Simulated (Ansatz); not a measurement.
**C₃H₈BO radical: small, medium and large basis sets**

The task here is to estimate one member of a computed series from the others.

Method: one geometry, several basis sets; program: Ansatz 0.2.0, Gaussian basis.

Levels to be run: PBE0-D4/def2-SVP; ωB97M-V/def2-SVP; PBE0-D4/def2-QZVPP; ωB97M-V/def2-QZVPP; the functionals' def2-TZVPP values are taken from earlier runs.

## The relaxed structure

An earlier PBE0-D4 in a triple-zeta def2 set relaxation fixed the geometry.

SMILES `[BH]OC(C)C`, 13 atoms, charge 0, spin multiplicity 2.

Atoms are counted from 1 here; the program's logs count them from 0.

Bond lengths: B1–O2 1.321 Å, B1–H6 1.201 Å, O2–C3 1.440 Å, C3–C4 1.511 Å, C3–C5 1.511 Å, C3–H7 1.096 Å, C4–H8 1.092 Å, C4–H9 1.092 Å, C4–H10 1.091 Å, C5–H11 1.092 Å, C5–H12 1.091 Å, C5–H13 1.092 Å. Angles: O2–B1–H6 121.6°, B1–O2–C3 123.6°, O2–C3–C4 108.0°, O2–C3–C5 107.9°, O2–C3–H7 107.6°, C4–C3–C5 113.2°, C4–C3–H7 110.0°, C5–C3–H7 110.0°, C3–C4–H8 110.2°, C3–C4–H9 110.4°, C3–C4–H10 110.8°, H8–C4–H9 108.5°, H8–C4–H10 108.4°, H9–C4–H10 108.5°, C3–C5–H11 110.4°, C3–C5–H12 110.8°, C3–C5–H13 110.2°, H11–C5–H12 108.5° and more.

As a file:

```
B     0.8284    2.2398    0.3728
O     0.0146    1.2926   -0.0567
C     0.2543   -0.1137    0.1405
C    -0.8667   -0.6634    0.9909
C     0.3434   -0.7658   -1.2191
H     0.5922    3.4034    0.1899
H     1.2092   -0.2159    0.6685
H    -0.7220   -1.7327    1.1591
H    -1.8284   -0.5178    0.4932
H    -0.8988   -0.1631    1.9604
H    -0.5890   -0.6248   -1.7706
H     1.1595   -0.3358   -1.8025
H     0.5237   -1.8374   -1.1114
```

The first run:

in.yaml

```yaml
crystal:
  periodic: [false, false, false]
  atoms:
    - {symbol: B, position_ang: [0.828434, 2.239801, 0.372782]}
    - {symbol: O, position_ang: [0.014576, 1.292648, -0.056696]}
    - {symbol: C, position_ang: [0.254274, -0.113737, 0.140518]}
    - {symbol: C, position_ang: [-0.866736, -0.663449, 0.990884]}
    - {symbol: C, position_ang: [0.343445, -0.765789, -1.219120]}
    - {symbol: H, position_ang: [0.592151, 3.403367, 0.189920]}
    - {symbol: H, position_ang: [1.209198, -0.215857, 0.668513]}
    - {symbol: H, position_ang: [-0.722014, -1.732699, 1.159080]}
    - {symbol: H, position_ang: [-1.828352, -0.517830, 0.493247]}
    - {symbol: H, position_ang: [-0.898848, -0.163113, 1.960380]}
    - {symbol: H, position_ang: [-0.589017, -0.624834, -1.770647]}
    - {symbol: H, position_ang: [1.159489, -0.335779, -1.802546]}
    - {symbol: H, position_ang: [0.523703, -1.837430, -1.111415]}
basis:
  gaussian: {orbitals: def2-SVP}
magnetization: {spin_polarized: true, initial_magnetization: 1}
hamiltonian: {xc: pbe0, dispersion: d4}
output: {orbitals: {seedname: orbitals}}
```

The run is started by

```sh
$ ansatz run in.yaml --threads 2 --pin off --events-out ev --progress --plain --max-ram 31744MiB --backend cpu
```

Steps of the session up to this table: PBE0-D4 in def2-SVP; ωB97M-V in def2-SVP; PBE0-D4 in def2-QZVPP; ωB97M-V in def2-QZVPP.

One of the session's tables, all rows but one given; the rest of the session is left out.

It belongs to the step «Density functionals: the series». 

```
functional       basis  HOMO (eV)
   PBE0-D4    def2-SVP      -5.25
   PBE0-D4  def2-TZVPP      -5.32
   PBE0-D4  def2-QZVPP      -5.33
   ωB97M-V    def2-SVP      -7.09
   ωB97M-V  def2-TZVPP          ?
   ωB97M-V  def2-QZVPP      -7.22
```

Estimate the missing values for ωB97M-V, def2-TZVPP.

**Answer.** HOMO (eV): -7.21. In the column «HOMO (eV)» it lies between ωB97M-V, def2-QZVPP (-7.22) and ωB97M-V, def2-SVP (-7.09).
